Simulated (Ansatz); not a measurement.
**Ge4H8: how energies converge with the basis set**

An exercise on one series of results from a longer session: the logs are not shown, and one member is left open.

Method: one geometry, several basis sets; program: Ansatz 0.2.0, Gaussian basis.

Levels to be run: PBE0-D4/def2-SVP; ωB97M-V/def2-SVP; PBE0-D4/def2-QZVPP; ωB97M-V/def2-QZVPP; the functionals' def2-TZVPP values are taken from earlier runs.

### The geometry

All runs share one geometry, relaxed beforehand with PBE0-D4 in a triple-zeta def2 set.

SMILES `[GeH2]1[GeH2][GeH2][GeH2]1`, 12 atoms, charge 0, spin multiplicity 1.

Atoms are counted from 1 here; the program's logs count them from 0.

Bond lengths: Ge1–Ge2 2.454 Å, Ge1–Ge4 2.454 Å, Ge1–H5 1.539 Å, Ge1–H6 1.539 Å, Ge2–Ge3 2.454 Å, Ge2–H7 1.539 Å, Ge2–H8 1.539 Å, Ge3–Ge4 2.454 Å, Ge3–H9 1.539 Å, Ge3–H10 1.539 Å, Ge4–H11 1.539 Å, Ge4–H12 1.539 Å. Angles: Ge2–Ge1–Ge4 90.0°, Ge2–Ge1–H5 114.4°, Ge2–Ge1–H6 114.4°, Ge4–Ge1–H5 114.4°, Ge4–Ge1–H6 114.4°, H5–Ge1–H6 108.4°, Ge1–Ge2–Ge3 90.0°, Ge1–Ge2–H7 114.4°, Ge1–Ge2–H8 114.5°, Ge3–Ge2–H7 114.4°, Ge3–Ge2–H8 114.4°, H7–Ge2–H8 108.4°, Ge2–Ge3–Ge4 90.0°, Ge2–Ge3–H9 114.4°, Ge2–Ge3–H10 114.4°, Ge4–Ge3–H9 114.4°, Ge4–Ge3–H10 114.4°, H9–Ge3–H10 108.4° and more.

The first run:

Input file in.yaml:

```yaml
crystal:
  periodic: [false, false, false]
  atoms:
    - {symbol: Ge, position_ang: [-1.345206, 0.589353, -0.923934]}
    - {symbol: Ge, position_ang: [1.078938, 0.968411, -0.953165]}
    - {symbol: Ge, position_ang: [1.345295, -0.589948, 0.923423]}
    - {symbol: Ge, position_ang: [-1.078974, -0.968148, 0.953384]}
    - {symbol: H, position_ang: [-1.905542, -0.050008, -2.207380]}
    - {symbol: H, position_ang: [-2.180941, 1.840767, -0.599063]}
    - {symbol: H, position_ang: [1.500144, 2.416230, -0.642624]}
    - {symbol: H, position_ang: [1.777390, 0.526604, -2.251990]}
    - {symbol: H, position_ang: [1.906150, 0.048843, 2.206930]}
    - {symbol: H, position_ang: [2.180580, -1.841497, 0.597932]}
    - {symbol: H, position_ang: [-1.501252, -2.415978, 0.644404]}
    - {symbol: H, position_ang: [-1.776581, -0.524629, 2.252093]}
basis:
  gaussian: {orbitals: def2-SVP}
hamiltonian: {xc: pbe0, dispersion: d4}
output: {orbitals: {seedname: orbitals}}
```

Steps of the session up to this table: PBE0-D4 in def2-SVP; ωB97M-V in def2-SVP; PBE0-D4 in def2-QZVPP; ωB97M-V in def2-QZVPP.

One table of the session follows, with a row left open; its other results are not shown here.

It belongs to the step «Functionals by basis». 

```
functional       basis  HOMO (eV)
   PBE0-D4    def2-SVP          ?
   PBE0-D4  def2-TZVPP      -7.35
   PBE0-D4  def2-QZVPP      -7.35
   ωB97M-V    def2-SVP      -9.22
   ωB97M-V  def2-TZVPP      -9.24
   ωB97M-V  def2-QZVPP      -9.23
```

Q: Estimate the row for PBE0-D4, def2-SVP from the others.

As computed: HOMO (eV): -7.36. In the column «HOMO (eV)» it lies between ωB97M-V, def2-SVP (-9.22) and PBE0-D4, def2-TZVPP (-7.35).
